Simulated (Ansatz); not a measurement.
# BPd4 (Pmm2) in Ansatz: notebook

One crystal, BPd4, is run at these levels: LDA, PBE, PBEsol, RPBE; tasks: band structure.

All numbers are computed with Ansatz 0.2.0; they aren't measurements. Logs are shortened: lines on timing, memory, paths and dates and some standing lists are left out, and cuts for length are marked.

**1. The crystal as given**

The structure is orthorhombic, space group Pmm2 (No. 25). The conventional cell has a = 2.892 Å, b = 4.365 Å, c = 5.856 Å, α = 90.00°, β = 90.00°, γ = 90.00°. Pd (site symmetry mm2) has 1 B at 1.96 Å as nearest neighbours. Around Pd (site symmetry mm2) lie 2 B at 2.03 Å. Pd (site symmetry mm2) has 10 Pd at 2.73 to 3.07 Å as nearest neighbours. Around Pd (site symmetry mm2) lie 2 B at 2.18 Å. B (site symmetry mm2) is surrounded by 5 Pd at 1.96 to 2.18 Å.

The cell comes from a database or a generator and needn't be the stable form of this composition.

**2. Band structure, LDA**

Contents of input.yaml:

```yaml
crystal:
  lattice:
    - [2.8920299704, 0.0, 0.0]
    - [0.0, 4.3650077954, 0.0]
    - [0.0, 0.0, 5.856315]
  atoms:
    - { symbol: Pd, position: [0.5, 0.0, 0.197578] }
    - { symbol: Pd, position: [0.0, 0.0, 0.61947] }
    - { symbol: Pd, position: [0.0, 0.5, 0.329164] }
    - { symbol: Pd, position: [0.5, 0.5, 0.867561] }
    - { symbol: B, position: [0.5, 0.0, 0.863227] }
hamiltonian:
  xc: lda
  pseudopotentials: { kind: paw }
kpoints:
  mp_grid: { grid: [7, 5, 4] }
  band_path:
    path:
      - [[0.0, 0.0, 0.0], [0.5, 0.0, 0.0], [0.5, 0.5, 0.0], [0.0, 0.5, 0.0], [0.0, 0.0, 0.0], [0.0, 0.0, 0.5], [0.5, 0.0, 0.5], [0.5, 0.5, 0.5], [0.0, 0.5, 0.5], [0.0, 0.0, 0.5]]
      - [[0.0, 0.5, 0.0], [0.0, 0.5, 0.5]]
      - [[0.5, 0.0, 0.5], [0.5, 0.0, 0.0]]
      - [[0.5, 0.5, 0.0], [0.5, 0.5, 0.5]]
    npoints: 14
scf:
  occupations: { method: fermi_dirac, width: 0.05 }
  n_extra_bands: 12
output:
  forces: true
  stress: true
  eigenvalues: true
  fatbands: true
```

Potentials or basis: Ansatz PAW.

Command:

```bash
ansatz run input.yaml --threads 2 --pin off --max-ram 5632MiB --backend cpu --events-out ev --progress --plain --runs-dir out
```

Standard output:

```text
Warning: RAYON_NUM_THREADS=2 ignored (pool sized by the plan → 2); use --threads N
scf.n_extra_bands = 12 over 38 filled bands (N_el = 75.0): the run solves 50 bands
Engine: ansatz 0.2.0, aarch64-unknown-linux-gnu
Pseudopotentials: kind: paw
Pseudopotential: Pd, paw, valence charge 18, recommended cutoff 420 eV (normal), Pd.paw.azcp
Pseudopotential: B, paw, valence charge 3, recommended cutoff 420 eV (normal), B.paw.azcp
Functional definition: SPW92
  exchange = slater_x
  correlation = pw_c
Crystal: 5 atoms, lattice volume = 73.929 Å³
Basis set: ecut = 420 eV, 1429 PW (Γ)
Bands: 50, of which v1, the nominal top of the filled ones, is band 38 counted from 1 (37 counted from 0)
Symmetry: 4 space group operations
Space group: Pmm2 (ITA 25), of the structure as read, at distance tolerance 4.2e-5 Å
k-points: 36 of 140 (time reversal used)
Non-local potential: Pd, projectors of the file, l = 0: 2, l = 1: 2, l = 2: 2, l = 3: 1
Non-local potential: B, projectors of the file, l = 0: 2, l = 1: 2, l = 2: 1
PAW form: soft (Blöchl's): semilocal exchange-correlation on the pseudo side does not see the compensation charge
PAW frozen core: Pd, regenerated for the run's functional, and the local potential with it (the file was generated under x = pbe(κ = 0.804, μ = 0.2195149727645171), c = pbe(β = 0.06672455060314922))
PAW frozen core: B, regenerated for the run's functional, and the local potential with it (the file was generated under x = pbe(κ = 0.804, μ = 0.2195149727645171), c = pbe(β = 0.06672455060314922))
PAW one-centre angular grid: Pd, 590 points (default); XC on 64 Gauss nodes
PAW one-centre angular grid: B, 110 points (default); XC on 64 Gauss nodes
Initial density: superposition of atomic densities (neutral atoms: chi_scale 0, normalization atom), corrected by the library's trained network
Initial wavefunctions: pseudopotential atomic-orbital guess
Functional: x = slater, c = lda
SCF iter   1: F=—  HF=-27527.725933 eV  |F-HF|=—  |Δ(HF+E_count)|=         —  Δρ=1.46e-2  dr2=1.66e-1  ethr=1.77e-3  ⟨swp⟩=6.0  Hψ=7109  notcnv=0  defer=12
preconditioner: auto → Kerker (q_TF=auto, 2.735 Å⁻¹)  [metal: Δε(μ)=0.078 eV  Ē_g=10.475 eV  σ=0.050 eV  W_gap=0.35  n_scr=24 (ndim 8)  ℏωp=28.3 eV  f_vac=0.000  D(μ)=2.92/eV (n_scr^D=24)]
SCF iter   2: F=—  HF=-27527.701782 eV  |F-HF|=—  |Δ(HF+E_count)|=   2.42e-2  Δρ=6.51e-3  dr2=3.76e-2  ethr=2.21e-4  ⟨swp⟩=2.0  Hψ=2323  notcnv=0  defer=185
SCF iter   3: F=—  HF=-27527.694993 eV  |F-HF|=—  |Δ(HF+E_count)|=   6.79e-3  Δρ=1.14e-3  dr2=2.67e-3  ethr=5.02e-5  ⟨swp⟩=1.8  Hψ=2052  notcnv=0  defer=185
SCF iter   4: F=—  HF=-27527.694593 eV  |F-HF|=—  |Δ(HF+E_count)|=   4.01e-4  Δρ=3.40e-4  dr2=2.92e-4  ethr=3.56e-6  ⟨swp⟩=1.1  Hψ=1614  notcnv=0  defer=185
SCF iter   5: F=—  HF=-27527.694539 eV  |F-HF|=—  |Δ(HF+E_count)|=   5.40e-5  Δρ=8.21e-5  dr2=1.13e-5  ethr=3.89e-7  ⟨swp⟩=2.0  Hψ=2096  notcnv=0  defer=185
SCF iter   6: F=—  HF=-27527.694518 eV  |F-HF|=—  |Δ(HF+E_count)|=   2.08e-5  Δρ=2.38e-5  dr2=5.47e-7  ethr=1.51e-8  ⟨swp⟩=1.4  Hψ=1783  notcnv=0  defer=185
SCF iter   7: F=—  HF=-27527.694518 eV  |F-HF|=—  |Δ(HF+E_count)|=   1.12e-7  Δρ=9.51e-6  dr2=1.19e-7  ethr=1.33e-10  ⟨swp⟩=9.2  Hψ=7928  notcnv=0
SCF iter   8: F=-27527.694518 eV  HF=-27527.694518 eV  |F-HF|=3.08e-9  |Δ(HF+E_count)|=   1.67e-8  Δρ=2.07e-6  dr2=4.99e-9  ethr=1.33e-10  ⟨swp⟩=3.0  Hψ=4664  notcnv=0
SCF 1 converged in 8 iterations: F = -27527.694518 eV  dr2 = 4.99e-9
NSCF: frozen V_eff on 172 k-points
SCF converged after 8 iterations
Free energy (F): -27527.694518 eV
Harris-Foulkes:  -27527.694518 eV  (|F-HF|=3.08e-9)
Internal energy: -27527.672505 eV  (E = F + TS)
E sigma→0 (E₀):  -27527.683511 eV
Entropy (-TS):   -0.022013 eV (-4.403 meV/atom)
Fermi energy:    16.006755 eV
--- Per-component energies (eV) ---
  E_band       = -795.613103
  E_kinetic    = 2096.338677
  E_local      = -8243.042733  (includes V_loc(G=0)·N_el)
  E_nonlocal   = 905.070844
  E_hartree    = 3328.513039
  E_xc         = -699.437635
  E_vxc        = -879.141408  (∫ρ·V_xc dr)
  E_paw        = -14564.338795  (= ΣΔE_a)
  E_vpaw       = -1331.866894  (= ΣTr[D̂ρ^β])
  E_aug_tail   = 0.000767  (compensation charges beyond the density's cutoff)
  E_ewald      = -10353.545441
  E_core_change = 2.768769  (= ΣΔE_core)
  E_smearing   = -0.022013  (= −TS)
  E_closure    = 0.000000  (closes the sum)
  Σ components = -27527.694518   (vs F -27527.694518, Δ=0.00e0)
--- Forces (eV/Å), atoms counted from 1 ---
  atom   1  Pd     0.00000000     0.00000000    -0.22237680
  atom   2  Pd     0.00000000     0.00000000     0.12627084
  atom   3  Pd     0.00000000     0.00000000    -0.07784172
  atom   4  Pd     0.00000000     0.00000000     0.18356023
  atom   5  B      0.00000000     0.00000000    -0.00961708
  max |Σ_I F_I| component: 4.52e-6 eV/Å
--- Stress (GPa, compression-positive) ---
      -12.957121       0.000000       0.000000
        0.000000     -13.752858       0.000000
        0.000000       0.000000     -13.114381
  P = ⅓ Tr σ = -13.2748 GPa (-132.748 kbar)
--- Band table (eV; the first three rows and the last of 36) ---
  k-point 0: bands = ["-68.5286", "-68.2745", "-67.8492", "-67.4884", "-34.4728", "-34.3341", "-34.3329", "-34.1405", "-33.9854", "-33.9197", "-33.8390", "-33.4998", "-33.4186", "-33.3378", "-33.2038", "-33.1828", "6.6028", "10.4921", "10.7356", "11.4307", "11.4379", "11.9808", "12.1928", "12.5170", "12.8191", "13.0280", "13.1043", "13.8030", "13.8714", "13.8718", "14.0659", "14.2179", "14.5516", "14.6319", "14.8265", "15.1878", "15.4738", "15.6954", "16.0716", "16.4187", "21.2114", "21.3756", "21.8771", "22.3102", "24.5547", "25.7601", "27.8069", "29.4613", "29.7248", "30.0525"]
  k-point 1: bands = ["-68.5286", "-68.2745", "-67.8492", "-67.4884", "-34.4711", "-34.3346", "-34.3340", "-34.1389", "-33.9906", "-33.9160", "-33.8391", "-33.4989", "-33.4185", "-33.3378", "-33.2038", "-33.1837", "6.7500", "10.1913", "10.7577", "11.4336", "11.5908", "11.9020", "12.3252", "12.4085", "12.5730", "13.0821", "13.1498", "13.6759", "13.7364", "13.7794", "14.0445", "14.1300", "14.5216", "14.6564", "14.6820", "14.8820", "15.3434", "16.0635", "16.7798", "17.0936", "21.1518", "21.2147", "21.5440", "22.6668", "24.6551", "26.0508", "26.5180", "29.8113", "29.8501", "30.1268"]
  k-point 2: bands = ["-68.5286", "-68.2745", "-67.8492", "-67.4884", "-34.4693", "-34.3364", "-34.3340", "-34.1373", "-33.9954", "-33.9128", "-33.8391", "-33.4981", "-33.4185", "-33.3379", "-33.2039", "-33.1847", "6.9259", "9.7912", "10.8355", "11.5614", "11.7895", "11.9160", "12.1186", "12.3975", "12.4976", "13.0797", "13.2085", "13.5192", "13.5989", "13.6794", "13.7966", "14.1927", "14.3015", "14.7125", "14.7620", "14.9321", "15.1759", "16.0551", "17.6138", "17.8958", "20.4575", "21.0122", "21.8888", "23.1125", "23.8575", "26.2851", "26.3632", "29.4584", "30.0407", "30.3660"]
  k-point 35: bands = ["-68.5190", "-68.2655", "-67.8407", "-67.4802", "-34.4750", "-34.4415", "-34.3377", "-34.1161", "-33.9683", "-33.9544", "-33.9236", "-33.5360", "-33.4856", "-33.3461", "-33.3106", "-33.1717", "8.5858", "10.2043", "10.5544", "11.3999", "11.5563", "11.9401", "12.5199", "12.6339", "12.8006", "13.2353", "13.3265", "13.4441", "13.7808", "14.3008", "14.4039", "14.6118", "14.8041", "15.2654", "15.4606", "15.6288", "15.7039", "16.5511", "17.6379", "18.0493", "18.8994", "20.1904", "20.9589", "23.1336", "24.7387", "25.8243", "26.9387", "27.6095", "27.9904", "28.7047"]
```

It took 28 s on 2 threads of Arm Neoverse V2, shared host; peak memory 0.51 GiB.

Results:

```
Free energy            : -27527.6945 eV
Pressure               : -13.3 GPa
Largest force          : 0.222 eV/Å
Band gap on the k mesh : none (metal or under the smearing width)
```

Forces in eV/Å, atoms in the order of the input:
```
Pd   0.000  0.000 -0.222
Pd   0.000  0.000  0.126
Pd   0.000  0.000 -0.078
Pd   0.000  0.000  0.184
B    0.000  0.000 -0.010
```

Levels at the corners of the path, in eV from the Fermi level:
| point | band 35 | band 36 | band 37 | band 38 | band 39 | band 40 |
| --- | --- | --- | --- | --- | --- | --- |
| Γ | -1.18 | -0.82 | -0.53 | -0.31 | 0.06 | 0.41 |
| X | -0.60 | -0.31 | 0.42 | 0.45 | 1.76 | 2.51 |
| S | -0.37 | -0.05 | 0.80 | 1.44 | 2.31 | 2.34 |
| Y | -0.99 | -0.86 | -0.86 | -0.77 | -0.45 | 1.34 |
| Γ | -1.18 | -0.82 | -0.53 | -0.31 | 0.06 | 0.41 |
| Z | -1.24 | -1.07 | -0.83 | 0.05 | 1.61 | 1.89 |
| U | -0.58 | -0.30 | 0.01 | 0.55 | 1.54 | 2.38 |
| R | -0.61 | -0.18 | -0.17 | 1.03 | 2.15 | 2.34 |
| T | -0.95 | -0.88 | -0.85 | -0.46 | -0.44 | -0.13 |
| Z | -1.24 | -1.07 | -0.83 | 0.05 | 1.61 | 1.89 |
| Y | -0.99 | -0.86 | -0.86 | -0.77 | -0.45 | 1.34 |
| T | -0.95 | -0.88 | -0.85 | -0.46 | -0.44 | -0.13 |
| U | -0.58 | -0.30 | 0.01 | 0.55 | 1.54 | 2.38 |
| X | -0.60 | -0.31 | 0.42 | 0.45 | 1.76 | 2.51 |
| S | -0.37 | -0.05 | 0.80 | 1.44 | 2.31 | 2.34 |
| R | -0.61 | -0.18 | -0.17 | 1.03 | 2.15 | 2.34 |

Caveat: the PAW data sets come from PBE, with cores solved anew for the run's functional, which leaves a small shift of forces and pressure.

(Continued in part 2 of 2.)
